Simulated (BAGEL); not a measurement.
# UHF/3-21G (density fitting with qzvpp-jkfit) run of C2H3BF (SMILES C=[C]BF)

Aim: the vertical electron affinity of C2H3BF at UHF/3-21G (density fitting with qzvpp-jkfit), from 2 runs. 

Program for the calculation: BAGEL 1.2.2.

26 further runs of the same task are left out: 1 that didn't finish, 25 set aside as unsound or not needed.

**1. Starting point**

C2H3BF has 7 atoms, charge 0, and is taken as a doublet. SMILES: `C=[C]BF`. The shape is that of a GFN2-xTB optimisation.

Bond lengths: C1–C2 1.284 Å, C2–B3 1.482 Å, B3–F4 1.336 Å, C1–H5 1.085 Å, C1–H6 1.085 Å, B3–H7 1.175 Å. Angles: C1–C2–B3 178.7°, C2–B3–F4 119.5°, C2–C1–H5 123.1°, C2–C1–H6 123.2°, C2–B3–H7 123.2°, F4–B3–H7 117.2°, H5–C1–H6 113.7°.

**2. The energy at UHF/3-21G (density fitting with qzvpp-jkfit)**

input.json

```json
{ "bagel": [

{
  "title": "molecule",
  "basis": "3-21g",
  "df_basis": "qzvpp-jkfit",
  "angstrom": "true",
  "geometry": [
    { "atom": "C", "xyz": [   -0.739240,    1.166810,    0.113650 ] },
    { "atom": "C", "xyz": [   -0.055700,    0.085330,    0.002100 ] },
    { "atom": "B", "xyz": [    0.727900,   -1.161970,   -0.160850 ] },
    { "atom": "F", "xyz": [    1.279660,   -1.738220,    0.911270 ] },
    { "atom": "H", "xyz": [   -0.299040,    2.156100,    0.042360 ] },
    { "atom": "H", "xyz": [   -1.809590,    1.177770,    0.290350 ] },
    { "atom": "H", "xyz": [    0.896010,   -1.685820,   -1.198900 ] }
  ]
},
{ "title": "uhf", "nopen": 1 },
{ "title": "print", "file": "orbitals.molden", "orbitals": "true" }

]}
```

The run is started by

```console
$ BAGEL_NUM_THREADS=1 BAGEL input.json > input.out
```

Log:

```text
* using 1 threads per process

  ===============================================================
  ===============================================================

  *** Geometry ***

  { "atom" : "C", "xyz" : [     -1.396961,      2.204951,      0.214767 ] },
  { "atom" : "C", "xyz" : [     -0.105258,      0.161250,      0.003968 ] },
  { "atom" : "B", "xyz" : [      1.375532,     -2.195805,     -0.303962 ] },
  { "atom" : "F", "xyz" : [      2.418207,     -3.284760,      1.722051 ] },
  { "atom" : "H", "xyz" : [     -0.565104,      4.074438,      0.080049 ] },
  { "atom" : "H", "xyz" : [     -3.419629,      2.225663,      0.548682 ] },
  { "atom" : "H", "xyz" : [      1.693214,     -3.185738,     -2.265593 ] },

  Number of auxiliary basis functions:      356

  Since a DF basis is specified, we compute 2- and 3-index integrals:
    o Being stored without compression. Storage requirement is 0.005 GB

  Number of basis functions:       42
  Number of electrons      :       29

    * METHOD: MOLECULE                             0.21

  *** Open-shell HF ***

  === Nuclear Repulsion ===
    88.6173055221

      * DIIS with orbital gradients will be used.

  === UHF iteration (3-21g) ===
      0       -200.38415781          0.05170577           0.05
      1       -200.46922901          0.02764038           0.05
      2       -200.48635528          0.01589522           0.05
      3       -200.49379262          0.00177246           0.05
      4       -200.49475822          0.00058030           0.05
      5       -200.49522892          0.00034424           0.05
      6       -200.49580549          0.00012625           0.05
      7       -200.49618174          0.00007712           0.05
      8       -200.49654234          0.00005491           0.05
      9       -200.49710708          0.00004474           0.05
     10       -200.49728383          0.00004259           0.05
     11       -200.49766703          0.00003806           0.04
     12       -200.49786386          0.00006687           0.04
     13       -200.49783139          0.00007812           0.05
     14       -200.49796709          0.00000806           0.03
     15       -200.49796726          0.00000249           0.03
     16       -200.49796727          0.00000118           0.03
     17       -200.49796725          0.00000060           0.03
     18       -200.49796726          0.00000037           0.03
     19       -200.49796727          0.00000033           0.03
     20       -200.49796728          0.00000019           0.04
     21       -200.49796728          0.00000007           0.04
     22       -200.49796728          0.00000004           0.05
     23       -200.49796728          0.00000002           0.04
     24       -200.49796728          0.00000001           0.04
     25       -200.49796728          0.00000000           0.04
    * SCF iteration converged.

    * S^2 (UHF) is 0.9218

    * Permanent dipole moment:
           (    0.453868,    -0.618846,     0.316663) a.u.

    * METHOD: UHF                                  1.28

    * METHOD: PRINT                                0.01

  ===============================================================
```

Wall time 1.9 s (1 thread of Intel Xeon Platinum 8259CL at 2.50GHz (Skylake/Cascade Lake), shared host).

**3. The singlet anion at the same level**

input.json

```json
{ "bagel" : [

{
  "title" : "molecule",
  "basis" : "3-21g",
  "df_basis" : "qzvpp-jkfit",
  "angstrom" : true,
  "geometry" : [
    { "atom" : "C", "xyz" : [      -0.739240,       1.166810,       0.113650 ] },
    { "atom" : "C", "xyz" : [      -0.055700,       0.085330,       0.002100 ] },
    { "atom" : "B", "xyz" : [       0.727900,      -1.161970,      -0.160850 ] },
    { "atom" : "F", "xyz" : [       1.279660,      -1.738220,       0.911270 ] },
    { "atom" : "H", "xyz" : [      -0.299040,       2.156100,       0.042360 ] },
    { "atom" : "H", "xyz" : [      -1.809590,       1.177770,       0.290350 ] },
    { "atom" : "H", "xyz" : [       0.896010,      -1.685820,      -1.198900 ] }
  ]
},

{
  "title" : "hf",
  "charge" : -1
},

{
  "title" : "print",
  "file" : "orbitals.molden",
  "orbitals" : true
}

]}
```

The run is started by

```console
$ BAGEL_NUM_THREADS=1 BAGEL input.json > input.out
```

Log:

```text
* using 1 threads per process

  ===============================================================
  ===============================================================

  *** Geometry ***

  { "atom" : "C", "xyz" : [     -1.396961,      2.204951,      0.214767 ] },
  { "atom" : "C", "xyz" : [     -0.105258,      0.161250,      0.003968 ] },
  { "atom" : "B", "xyz" : [      1.375532,     -2.195805,     -0.303962 ] },
  { "atom" : "F", "xyz" : [      2.418207,     -3.284760,      1.722051 ] },
  { "atom" : "H", "xyz" : [     -0.565104,      4.074438,      0.080049 ] },
  { "atom" : "H", "xyz" : [     -3.419629,      2.225663,      0.548682 ] },
  { "atom" : "H", "xyz" : [      1.693214,     -3.185738,     -2.265593 ] },

  Number of auxiliary basis functions:      356

  Since a DF basis is specified, we compute 2- and 3-index integrals:
    o Being stored without compression. Storage requirement is 0.005 GB

  Number of basis functions:       42
  Number of electrons      :       29

    * METHOD: MOLECULE                             0.19

  *** RHF ***

  === Nuclear Repulsion ===
    88.6173055221

      * DIIS with orbital gradients will be used.

  === RHF iteration (3-21g) ===
      0       -200.34650798          0.03007890           0.02
      1       -200.45828206          0.01402866           0.02
      2       -200.48413542          0.00200590           0.02
      3       -200.48509089          0.00044940           0.02
      4       -200.48514246          0.00016550           0.02
      5       -200.48515529          0.00006358           0.02
      6       -200.48515676          0.00001360           0.02
      7       -200.48515683          0.00000225           0.02
      8       -200.48515684          0.00000063           0.02
      9       -200.48515684          0.00000025           0.02
     10       -200.48515684          0.00000007           0.02
     11       -200.48515684          0.00000002           0.02
     12       -200.48515684          0.00000001           0.02
    * SCF iteration converged.

    * Permanent dipole moment:
           (   -0.085295,     0.075519,    -0.217303) a.u.

    * METHOD: HF                                   0.42

    * METHOD: PRINT                                0.01

  ===============================================================
```

Run time: 0.93 s. Hardware: 1 thread of Intel Xeon Platinum 8259CL at 2.50GHz (Skylake/Cascade Lake), shared host.

**4. What came out**

Level: UHF/3-21G (density fitting with qzvpp-jkfit).

| quantity | value |
| --- | --- |
| doublet C2H3BF: total energy | -200.49797 Eh |
| doublet C2H3BF: dipole moment | 2.11 D |
| doublet C2H3BF: ⟨S²⟩ | 0.922 |
| singlet anion: total energy | -200.48516 Eh |
| singlet anion: HOMO energy | -1.07 eV |
| singlet anion: LUMO energy | 11.26 eV |
| singlet anion: HOMO–LUMO gap (to an unbound level, set by the basis) | 12.34 eV |
| vertical electron affinity (to the singlet anion) | -0.349 eV |

**Reading.** The anion lies 0.35 eV (8.0 kcal/mol) above the neutral: the electron isn't bound at this level, and such a value depends on the basis. Without diffuse functions anions come out too high. Hartree–Fock misses the correlation that binds many anions. ⟨S²⟩ (doublet C2H3BF) is 0.92 where a pure doublet has 0.75: the reference is spin-contaminated.
